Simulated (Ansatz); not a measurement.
# Na4Li4Zn4S7: the cost of one run

Computed with Ansatz 0.2.0 (DFT PBEsol, scalar-relativistic, plane waves, PAW, unless a step's input says otherwise).

2 further runs of the same task are left out: 1 that didn't finish, 1 set aside as unsound or not needed.

## Step 1: The starting structure

The structure is monoclinic, space group Cm (No. 8). The conventional cell has a = 13.475 Å, b = 7.837 Å, c = 9.563 Å, α = 90.00°, β = 134.79°, γ = 90.00°. Na (site symmetry m) is surrounded by 5 S at 2.81 to 2.99 Å and 3 Li at 3.19 Å. Na (site symmetry m) has 6 S at 2.81 to 2.99 Å and 3 Li at 3.19 Å as nearest neighbours. Na (site symmetry 1) is surrounded by 5 S at 2.81 to 2.99 Å and 3 Li at 3.19 Å. Li (site symmetry 1) is surrounded by 3 S at 2.34 to 2.54 Å. Li (site symmetry m) is surrounded by 3 S at 2.34 to 2.54 Å. Li (site symmetry m) is surrounded by 4 S at 2.34 to 2.54 Å. Zn (site symmetry m) has 3 S at 2.41 Å as nearest neighbours. Around Zn (site symmetry m) lie 4 S at 2.30 to 2.41 Å. Only part of the 14 independent sites is listed.

The input asks for a charge of +2 e on the cell.

Coordinates:

```
CELL_PARAMETERS angstrom
-1.95918 3.39341 -6.73727
-1.95918 3.39341 6.73727
7.83674 0.00000 0.00000
ATOMIC_POSITIONS crystal
Na 0.98766 0.01234 0.00000
Na 0.48766 0.51234 0.00000
Na 0.98766 0.01234 0.50000
Na 0.48766 0.51234 0.50000
Li 0.15437 0.51229 0.16667
Li 0.65437 0.01229 0.16667
Li 0.15437 0.51229 0.66667
Li 0.65437 0.01229 0.66667
Zn 0.86060 0.47274 0.33333
Zn 0.36060 0.97274 0.33333
Zn 0.86060 0.47274 0.83333
Zn 0.36060 0.97274 0.83333
S 0.96620 0.70047 0.16667
S 0.46620 0.20047 0.16667
S 0.96620 0.70047 0.66667
S 0.46620 0.20047 0.66667
S 0.53117 0.80217 0.33333
S 0.03117 0.30217 0.83333
S 0.53117 0.80217 0.83333
```

It goes back to an entry of the Materials Project, which need not be the stable form.

It is built from the cell relaxed beforehand with the same method (17.92 Å³/atom).

## Step 2: The vacancy and the jump

The supercell lacks one S atom, at fractional position (0.031, 0.302, 0.333), and holds 19 atoms and a charge of +2 e on a uniform background. Atom 14 (S), 3.85 Å away, is to jump into the empty site. The cell is fixed.

## Step 3: Relaxing around the vacancy

input.yaml

```yaml
crystal:
  lattice:
    - [-1.9591849658, 3.3934079022, -6.7372658243]
    - [-1.9591849658, 3.3934079022, 6.7372658243]
    - [7.8367398632, 1.0e-10, 0.0]
  atoms:
    - { symbol: Na, position: [0.9876620238, 0.0123379762, 0.0] }
    - { symbol: Na, position: [0.4876620238, 0.5123379762, 0.0] }
    - { symbol: Na, position: [0.9876620238, 0.0123379762, 0.5] }
    - { symbol: Na, position: [0.4876620238, 0.5123379762, 0.5] }
    - { symbol: Li, position: [0.1543723068, 0.5122943598, 0.1666666667] }
    - { symbol: Li, position: [0.6543723068, 0.0122943598, 0.1666666667] }
    - { symbol: Li, position: [0.1543723068, 0.5122943598, 0.6666666667] }
    - { symbol: Li, position: [0.6543723068, 0.0122943598, 0.6666666667] }
    - { symbol: Zn, position: [0.8605981346, 0.4727351987, 0.3333333333] }
    - { symbol: Zn, position: [0.3605981346, 0.9727351987, 0.3333333333] }
    - { symbol: Zn, position: [0.8605981346, 0.4727351987, 0.8333333333] }
    - { symbol: Zn, position: [0.3605981346, 0.9727351987, 0.8333333333] }
    - { symbol: S, position: [0.9661997797, 0.7004668869, 0.1666666667] }
    - { symbol: S, position: [0.4661997797, 0.2004668869, 0.1666666667] }
    - { symbol: S, position: [0.9661997797, 0.7004668869, 0.6666666667] }
    - { symbol: S, position: [0.4661997797, 0.2004668869, 0.6666666667] }
    - { symbol: S, position: [0.531167755, 0.8021655783, 0.3333333333] }
    - { symbol: S, position: [0.031167755, 0.3021655783, 0.8333333333] }
    - { symbol: S, position: [0.531167755, 0.8021655783, 0.8333333333] }
total_charge: 2
basis:
  ecutwfc: 420
kpoints:
  mp_grid: { grid: [4, 4, 4] }
hamiltonian:
  xc: pbesol
scf:
  occupations: { method: gaussian, width: 0.05 }
output:
  forces: true
  stress: true
  eigenvalues: true
  write_density: true
  write_potential: true
  elf: true
  volumetric_format: npy
relax:
  adjacent_minimum: "off"
  f_tol: 0.02
  max_steps: 50
```

Run with:

```sh
ansatz run input.yaml --threads 4 --pin off --max-ram 9216MiB --backend cpu --events-out ev --progress --plain --runs-dir out
```

**Question.** How long does this run take on 4 threads of an x86-64 CPU, shared host, and how much memory does it need?

About 83 s, with a peak of 1.4 GiB.
